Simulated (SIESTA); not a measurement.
Crystal: Ta2Ni.

```
CELL_PARAMETERS angstrom
-3.10800 3.10800 2.43600
3.10800 -3.10800 2.43600
3.10800 3.10800 -2.43600
ATOMIC_POSITIONS crystal
Ta 0.34200 0.15800 0.50000
Ta 0.84200 0.34200 0.18400
Ta 0.65800 0.84200 0.50000
Ta 0.15800 0.65800 0.81600
Ni 0.25000 0.25000 0.00000
Ni 0.75000 0.75000 0.00000
```

```yaml
Program: SIESTA 5.4.2
Task: single point
Functional: PBEsol
Potentials_or_basis: PseudoDojo 0.4 standard (PBEsol files)
Basis: DZP (energy shift 0.003 Ry; two zetas on semicore shells)
Grid_cutoff: 800 Ry
Energy_shift: 0.003 Ry
k_mesh: 7 × 7 × 7
Occupations: fermi-dirac, width 0.05 eV
Spin: collinear spin, ferromagnetic start
Starting_moments: "[0.0, 0.0, 0.0, 0.0, 1.0, 1.0] μB"
```

On this cell: pressure -6.8 GPa; largest force 0.224 eV/Å; net moment 0.00 μB per cell; band gap on the k mesh none (metal or under the smearing width).

The same run follows on a disturbed copy (atoms moved at random, drawn with an rms of 0.05 Å):

```xyz
6
Lattice="-3.1080 3.1080 2.4360 3.1080 -3.1080 2.4360 3.1080 3.1080 -2.4360" Properties=species:S:1:pos:R:3 pbc="T T T"
Ta    0.9884    2.1233    0.0001
Ta   -1.0433    2.1744    2.4199
Ta    2.1391    0.9960    2.4822
Ta    4.1206    0.9748    0.0528
Ni   -0.0255    0.0139    1.2077
Ni    0.0135   -0.0167    3.6546
```

Q: What changes?

A: The energy (extrapolated to zero smearing) moves by +11.4 meV/atom; pressure -6.2 GPa; largest force 0.828 eV/Å; net moment 0.00 μB per cell; band gap on the k mesh none (metal or under the smearing width).

Forces on the atoms (eV/Å):
```
Ta  -0.043 -0.085  0.248
Ta   0.489 -0.399  0.535
Ta  -0.221 -0.050 -0.425
Ta  -0.197  0.071 -0.655
Ni   0.357  0.057  0.549
Ni  -0.384  0.406 -0.253
```

Stress tensor (GPa, compression positive):
```
-5.40 -0.27  0.14
-0.27 -6.12  0.63
 0.14  0.63 -7.23
```

Caveats: short orbitals over semicore shells can move pressures by several GPa; the basis of atomic orbitals isn't converged, which shifts pressures, moduli and gaps.
